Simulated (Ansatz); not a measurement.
# B3LYP/6-31G(d) (spherical functions) run of C2H6Si (SMILES C[Si]C)

What is the electronic atomisation energy of C2H6Si at B3LYP/6-31G* (spherical functions)? 

Program for the calculation: Ansatz 0.2.0.

34 further runs of the same task are left out: 34 set aside as unsound or not needed.

## (1) The system as given

The species is C2H6Si (9 atoms), meant as a singlet with charge 0. SMILES: `C[Si]C`. The shape is that of a PBE0-D4/def2-TZVP optimisation.

Bond lengths: C1–Si2 1.896 Å, Si2–C3 1.896 Å, C1–H4 1.102 Å, C1–H5 1.091 Å, C1–H6 1.095 Å, C3–H7 1.095 Å, C3–H8 1.091 Å, C3–H9 1.102 Å. Some angles: C1–Si2–C3 97.8°, Si2–C1–H4 105.3°, Si2–C1–H5 113.7°, Si2–C1–H6 114.0°, Si2–C3–H7 113.9°, Si2–C3–H8 113.7°, Si2–C3–H9 105.3°, H4–C1–H5 107.1°, H4–C1–H6 106.4°, H5–C1–H6 109.8°.

## (2) The energy at B3LYP/6-31G(d) (spherical functions)

File job.yaml:

```yaml
crystal:
  periodic: [false, false, false]
  atoms:
    - {symbol: C, position_ang: [-0.527400, 1.047300, -0.805300]}
    - {symbol: Si, position_ang: [0.896800, -0.199700, -0.912800]}
    - {symbol: C, position_ang: [0.601900, -1.069400, 0.746000]}
    - {symbol: H, position_ang: [-1.430700, 0.480400, -1.082200]}
    - {symbol: H, position_ang: [-0.439700, 1.875000, -1.511000]}
    - {symbol: H, position_ang: [-0.703500, 1.436700, 0.202600]}
    - {symbol: H, position_ang: [-0.455600, -1.193000, 1.001000]}
    - {symbol: H, position_ang: [1.117900, -2.026600, 0.837300]}
    - {symbol: H, position_ang: [1.028800, -0.397000, 1.507100]}
basis:
  gaussian:
    orbitals: 6-31G_st_-spherical.json
hamiltonian:
  xc: {name: B3LYP}
output:
  orbitals: {seedname: orbitals}
accuracy: high
```

The basis set 6-31G* is read from a file made from the Basis Set Exchange's data (not shown).

Run with:

```bash
$ ansatz run job.yaml --threads 1 --pin off --max-ram 3480MiB --events-out events.jsonl --progress --plain --runs-dir runs
```

The program printed:

```text
Warning: RAYON_NUM_THREADS=1 ignored (pool sized by the plan → 1); use --threads N
Functional definition: B3LYP
  name "B3LYP"
  parameter a0 = 0.2
  parameter ax = 0.72
  parameter ac = 0.81
  exchange = (1 - a0 - ax)*slater_x + ax*b88_x + a0*exact_x
  correlation = (1 - ac)*vwn_rpa_c + ac*lyp_c
1389 factors; integrals over basis functions are off by at most 3.4e-9 eV
mean field evaluation 1: about -10039.7235 eV, gradient 6.0e1 eV
mean field evaluation 2: about -10034.1786 eV, gradient 7.1e1 eV
mean field evaluation 4: about -10048.2551 eV, gradient 9.9e-1 eV
mean field evaluation 8: about -10048.2503 eV, gradient 6.8e-3 eV
mean field evaluation 16: about -10048.2503 eV, gradient 8.4e-7 eV
mean field -10048.25029017 eV, -369.2663872151 hartree, gradient 2.9e-8 eV, S^2 0.000000; 0 other end points of the search recorded, 0 dependent functions left out
reference -10048.25032411 eV, -369.2663884625 hartree; 16, 16 occupied and 42, 42 virtual orbitals, 1389 factors
Total energy: -10048.25032411 eV, -369.2663884625 hartree
```

Run time: 3.3 s. Hardware: 1 thread of Arm Neoverse V2, shared host; peak memory 0.17 GiB.

## (3) The C atom

File input.yaml:

```yaml
crystal:
  periodic: [false, false, false]
  atoms:
    - {symbol: C, position_ang: [0.000000, 0.000000, 0.000000]}
basis:
  gaussian:
    orbitals: 6-31G_st_-spherical.json
hamiltonian:
  xc: {name: B3LYP}
magnetization:
  spin_polarized: true
  initial_magnetization: 2
accuracy: high
```

The basis set 6-31G* is read from a file made from the Basis Set Exchange's data (not shown).

Run the same way, it converges to -37.84469 Eh (log not shown).

## (4) The H atom, same level

File run.yaml:

```yaml
basis:
  gaussian:
    orbitals: "6-31G*"
crystal:
  periodic: [false, false, false]
  atoms:
    - symbol: H
      position_ang: [0.000000, 0.000000, 0.000000]
magnetization:
  spin_polarized: true
  initial_magnetization: 1
hamiltonian:
  xc: {name: B3LYP}
accuracy: high
```

Run the same way, it converges to -0.50027 Eh (log not shown).

## (5) The Si atom

File input.yaml:

```yaml
basis:
  gaussian: {orbitals: 6-31G_st_-spherical.json}
crystal:
  periodic: [false, false, false]
  atoms:
    - {symbol: Si, position_ang: [0.000000, 0.000000, 0.000000]}
magnetization: {spin_polarized: true, initial_magnetization: 2}
hamiltonian: {xc: {name: B3LYP}}
accuracy: high
```

The basis set 6-31G* is read from a file made from the Basis Set Exchange's data (not shown).

Run the same way, it converges to -289.36979 Eh (log not shown).

## (6) What came out

At B3LYP/6-31G* (spherical functions):

| quantity | value |
| --- | --- |
| molecule: total energy | -369.26639 Eh |
| molecule: HOMO energy | -5.57 eV |
| molecule: LUMO energy | -2.10 eV |
| molecule: HOMO–LUMO gap | 3.47 eV |
| C atom: total energy | -37.84469 Eh |
| C atom: ⟨S²⟩ | 2.002 |
| H atom: total energy | -0.50027 Eh |
| H atom: ⟨S²⟩ | 0.750 |
| Si atom: total energy | -289.36979 Eh |
| Si atom: ⟨S²⟩ | 2.002 |
| electronic atomisation energy | 32.805 eV |

**Reading.** Taking the molecule apart into free atoms costs 32.81 eV (3165 kJ/mol), before zero-point energy and without spin-orbit coupling.
